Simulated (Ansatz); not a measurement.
# Rh, space group P6_3/mmc: a comparison of norm-conserving and PAW potentials

Run with Ansatz 0.2.0 through its Python package.

`rh.py`:
```python
import ansatz as az
import numpy as np

SETTINGS = {
    "functional": "pbesol",
    "kgrid": (9, 9, 3),
    "width_ev": 0.1,
}


def count_gap(report):
    # lowest empty less highest filled band, counting bands; zero where they overlap
    return max(report.get("gap_by_band_count_ev") or 0.0, 0.0)

structure = (
    az.Lattice.from_parameters(2.691745, 2.691745, 8.79807, alpha=90, beta=90, gamma=120)
    .space_group(194)
    .atom("Rh", (0.0, 0.0, 0.0))
    .atom("Rh", (1 / 3, 2 / 3, 0.25))
)

base = (
    structure.calculation()
    .functional(SETTINGS["functional"])
    .kpoints(*SETTINGS["kgrid"])
    .occupations(az.OccupationsMethod.FERMI_DIRAC, width=SETTINGS["width_ev"])
    .stress()
    .forces()
    .band_table()
)
variants = {
    "PAW": base.pseudopotentials("paw"),
    "norm-conserving": base.pseudopotentials("nc"),
}
rows = []
for label, variant in variants.items():
    summary = variant.run().report
    levels = np.array(summary["eigenvalues_ev"][0]) - summary["fermi_energy_ev"]
    print(label, "levels at the first k-point near E_F:", np.round(levels[np.abs(levels) < 5], 3))
    rows.append((label, summary["n_electrons"], np.trace(summary["stress_gpa"]) / 3, float(np.abs(summary["forces_ev_ang"]).max()), count_gap(summary)))
print("     treatment  electrons in bands           P GPa  max force component eV/A  gap by band count eV")
for row in rows:
    print(f"{str(row[0]):>14s}  {row[1]:18.1f}  {row[2]:14.3f}  {row[3]:24.4f}  {row[4]:20.3f}")
```

```console
$ python rh.py
DeckWarning: basis.ecutwfc = 420 eV, auto-derived from the records' recommended cutoffs: set by Rh (normal level)
PAW levels at the first k-point near E_F: [-3.231 -3.203 -3.14  -3.14  -3.096 -3.095 -3.095 -2.717 -2.717 -2.608
 -2.608 -1.418 -1.418 -0.824 -0.824 -0.331 -0.331  0.445  0.445  0.633]
DeckWarning: basis.ecutwfc = 1197.300995 eV, auto-derived from the records' recommended cutoffs: set by Rh (normal level)
norm-conserving levels at the first k-point near E_F: [-3.235 -3.207 -3.14  -3.14  -3.098 -3.096 -3.096 -2.717 -2.717 -2.609
 -2.609 -1.417 -1.417 -0.823 -0.823 -0.33  -0.33   0.445  0.445  0.627]
     treatment  electrons in bands           P GPa  max force component eV/A  gap by band count eV
           PAW                68.0          -5.345                    0.0000                 0.000
norm-conserving                68.0          -4.906                    0.0000                 0.000
```
(Warnings from the package without file and line.)

PAW gives -5.345 GPa and norm-conserving -4.906 GPa, 0.44 GPa apart (a gap this large is an error of one set of files, which an all-electron run can settle). They took 1.5 and 7.5 s of processor time.

Caveats:
- For a metal this k-point mesh is coarse: on a finer one energies can move by several to tens of meV an atom and pressures by half a GPa or more, differences at one mesh by less.
- A gap by band count of zero or less means overlapping bands, a metal.
- This isn't the structure that Rh takes at ambient conditions.
- Levels are Kohn-Sham eigenvalues on this mesh, without spin-orbit coupling.
- Stress is positive in compression.
- Processor time in the engine: 9.1 s on 1 thread of Intel(R) Xeon(R) Processor @ 2.30GHz (shared host), peak memory 0.66 GiB.
